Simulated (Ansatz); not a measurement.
Runs of Ansatz 0.2.0 on Hf2Pd2Se2Br2O3. The typed cell holds 11 atoms: a = 5.761 Å, b = 5.870 Å, c = 6.872 Å, α = 96.27°, β = 102.51°, γ = 95.11°. The cell was built by a generator and needn't be a form met in nature.

| task | level | U | cell | k mesh | cutoff (eV) | target pressure (GPa) | hubbard projectors | double counting | mesh quality | gap on the mesh (eV) | pressure (GPa) | relaxed volume (Å³/atom) | largest force (eV/Å) |
| --- | --- | --- | --- | --- | --- | --- | --- | --- | --- | --- | --- | --- | --- |
| single point | r2SCANh | - | as given | 2 × 2 × 2 | 500 | - | - | - | coarse | 1.07 | -2.8 | - | (a) |
| relaxation of cell and atoms | PBE | - | relaxed to 20 GPa | 4 × 4 × 3 | 420 | 20 | - | - | not flagged | 0.21 | 20.0 | - | 0.01 |
| relaxation of cell and atoms | PBE+D3(BJ)-ATM | - | relaxed | 4 × 4 × 3 | 420 | - | - | - | not flagged | (c) | 0.0 | 19.72 | - |
| relaxation of cell and atoms | PBE+D4 | - | relaxed | 4 × 4 × 3 | 420 | - | - | - | not flagged | 0.25 | 0.0 | 19.84 | - |
| projected density of states | PBE+U | Hf d U = 4 eV, Pd d U = 4 eV | as given | 5 × 5 × 4 | 420 | - | ortho-atomic (the default) | fll (the default) | not flagged | (d) | 2.2 | - | 0.30 |
| projected density of states | PBE+U | Hf d U = 6 eV, Pd d U = 6 eV | as given | 5 × 5 × 4 | 420 | - | ortho-atomic (the default) | fll (the default) | not flagged | 0.58 | 3.5 | - | (b) |
| projected density of states | PBE+U | Hf d U = 2 eV, Pd d U = 2 eV | as given | 5 × 5 × 4 | 420 | - | ortho-atomic (the default) | fll (the default) | not flagged | 0.45 | 1.1 | - | 0.14 |
| relaxation of cell and atoms | PBE | - | relaxed to 10 GPa | 4 × 4 × 3 | 420 | 10 | - | - | not flagged | 0.17 | 10.0 | - | 0.01 |

Alike in all rows: potentials or basis Ansatz PAW; no spin polarisation; smearing fermi-dirac 0.05 eV.

Q: Estimate the missing entries.

A: (a) 0.40; (b) 0.47; (c) 0.18; (d) 0.57.

Caveats: some runs use coarse meshes; spin-orbit coupling is left out, which moves the levels of the heavy elements; odd divisions of the mesh miss points on the zone boundary, where band edges often lie, so the gap on the mesh can be too wide (some runs); the plane-wave basis is chosen anew once the cell has moved, so the energies of steps on either side of that aren't comparable (some runs); the density of states is complete only up to the lowest level of the last band computed (some runs); the PAW data sets come from PBE, with cores solved anew for the run's functional, which leaves a small shift of forces and pressure (some runs); the thresholds are loose for stress (some runs); the volume moved by over 15 % at a fixed basis, so the end points are rough (some runs).

A k mesh can miss the band edges, and the runs leave out spin-orbit coupling on Br, Hf, Pd, Se.
